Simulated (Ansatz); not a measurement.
# FGaH7NSi2: a ladder of functionals and wavefunction methods

An exercise on one series of results from a longer session: the logs are not shown, and one member is left open.

The runs use Ansatz 0.2.0, Gaussian basis; functionals in def2-TZVPP, the program's frozen cores in correlated methods.

Levels to be run: LDA (SPW92), PBE-D4, revPBE-D4, BLYP-D4, r2SCAN-D4, B97M-V, PBE0-D4, B3LYP-D4, r2SCANh-D4, r2SCAN0-D4, HSE06-D4, BHLYP-D4, CAM-B3LYP-D4, LC-ωPBE, ωB97X-V, ωB97M-V, B2PLYP, PBE-QIDH; CCSD(T)/def2-SVP; MP2/def2-TZVPP; MP2/def2-QZVPP; RPA on PBE.

### The relaxed structure

The geometry comes from an earlier relaxation with PBE0-D4 in a triple-zeta def2 set; it is a stationary point, not always the lowest conformer.

SMILES `[F][GaH][N]([SiH3])[SiH3]`, 12 atoms, charge 0, spin multiplicity 1.

Atoms are counted from 1 here; the program's logs count them from 0.

Bond lengths: F1–Ga2 1.758 Å, Ga2–N3 1.830 Å, Ga2–H6 1.541 Å, N3–Si4 1.733 Å, N3–Si5 1.743 Å, Si4–H7 1.489 Å, Si4–H8 1.487 Å, Si4–H9 1.487 Å, Si5–H10 1.485 Å, Si5–H11 1.490 Å, Si5–H12 1.485 Å. Angles: F1–Ga2–N3 109.6°, F1–Ga2–H6 120.0°, N3–Ga2–H6 130.4°, Ga2–N3–Si4 120.6°, Ga2–N3–Si5 119.6°, Si4–N3–Si5 119.8°, N3–Si4–H7 107.8°, N3–Si4–H8 111.6°, N3–Si4–H9 111.6°, H7–Si4–H8 108.9°, H7–Si4–H9 108.8°, H8–Si4–H9 108.0°, N3–Si5–H10 111.6°, N3–Si5–H11 106.8°, N3–Si5–H12 111.6°, H10–Si5–H11 108.9°, H10–Si5–H12 109.0°, H11–Si5–H12 108.9°.

Coordinates:

```
F    -1.6500   -0.6134    2.4428
Ga   -1.6912    0.2867    0.9331
N    -0.1192    0.0409    0.0299
Si    0.1467    0.8040   -1.5028
Si    1.1213   -0.9708    0.7204
H    -2.9369    1.1141    0.5633
H    -1.0714    1.5935   -1.8363
H     0.3817   -0.1958   -2.5787
H     1.3173    1.7208   -1.4625
H     1.5938   -0.4426    2.0249
H     2.2598   -0.9719   -0.2404
H     0.6480   -2.3655    0.9063
```

Set-up of the first run:

in.yaml

```yaml
crystal:
  periodic: [false, false, false]
  atoms:
    - {symbol: F, position_ang: [-1.649992, -0.613386, 2.442778]}
    - {symbol: Ga, position_ang: [-1.691161, 0.286657, 0.933133]}
    - {symbol: N, position_ang: [-0.119219, 0.040899, 0.029878]}
    - {symbol: Si, position_ang: [0.146701, 0.804016, -1.502833]}
    - {symbol: Si, position_ang: [1.121331, -0.970771, 0.720398]}
    - {symbol: H, position_ang: [-2.936872, 1.114136, 0.563291]}
    - {symbol: H, position_ang: [-1.071430, 1.593457, -1.836312]}
    - {symbol: H, position_ang: [0.381677, -0.195753, -2.578720]}
    - {symbol: H, position_ang: [1.317297, 1.720755, -1.462459]}
    - {symbol: H, position_ang: [1.593843, -0.442639, 2.024867]}
    - {symbol: H, position_ang: [2.259810, -0.971869, -0.240359]}
    - {symbol: H, position_ang: [0.648014, -2.365481, 0.906329]}
basis:
  gaussian: {orbitals: def2-TZVPP}
hamiltonian: {xc: lda}
output: {orbitals: {seedname: orbitals}}
```

Run with:

```console
$ ansatz run in.yaml --threads 4 --pin off --events-out ev --progress --plain --max-ram 10444MiB
```

Steps of the session up to this table: LDA; PBE-D4 (GGA); revPBE-D4 (GGA); BLYP-D4 (GGA); r2SCAN-D4 (meta-GGA); B97M-V (meta-GGA); B3LYP-D4 (hybrid); r2SCANh-D4 (hybrid); r2SCAN0-D4 (hybrid); HSE06-D4 (hybrid); BHLYP-D4 (hybrid); CAM-B3LYP-D4 (range-separated); LC-ωPBE (range-separated); ωB97X-V (range-separated); ωB97M-V (range-separated); B2PLYP (double hybrid); PBE-QIDH (double hybrid).

One table of the session follows, with a row left open; its other results are not shown here.

It belongs to the step «Frontier levels by functional». 

```
  functional  HOMO (eV)  gap (eV)
 LDA (SPW92)      -6.77      4.58
      PBE-D4      -6.67      4.74
   revPBE-D4      -6.62      4.82
     BLYP-D4      -6.55      4.68
   r2SCAN-D4      -6.96      5.31
      B97M-V      -7.11      5.17
     PBE0-D4      -7.93      6.79
    B3LYP-D4      -7.72      6.30
  r2SCANh-D4      -7.43      6.05
  r2SCAN0-D4      -8.14      7.16
    HSE06-D4      -7.53      6.03
    BHLYP-D4      -9.13      8.70
CAM-B3LYP-D4          ?         ?
     LC-ωPBE     -10.62     11.56
     ωB97X-V     -10.29     11.06
     ωB97M-V     -10.17     10.68
```

Estimate the missing values for CAM-B3LYP-D4.

The run gave: HOMO (eV): -9.28; gap (eV): 9.01. In the column «HOMO (eV)» it lies between ωB97M-V (-10.17) and BHLYP-D4 (-9.13).
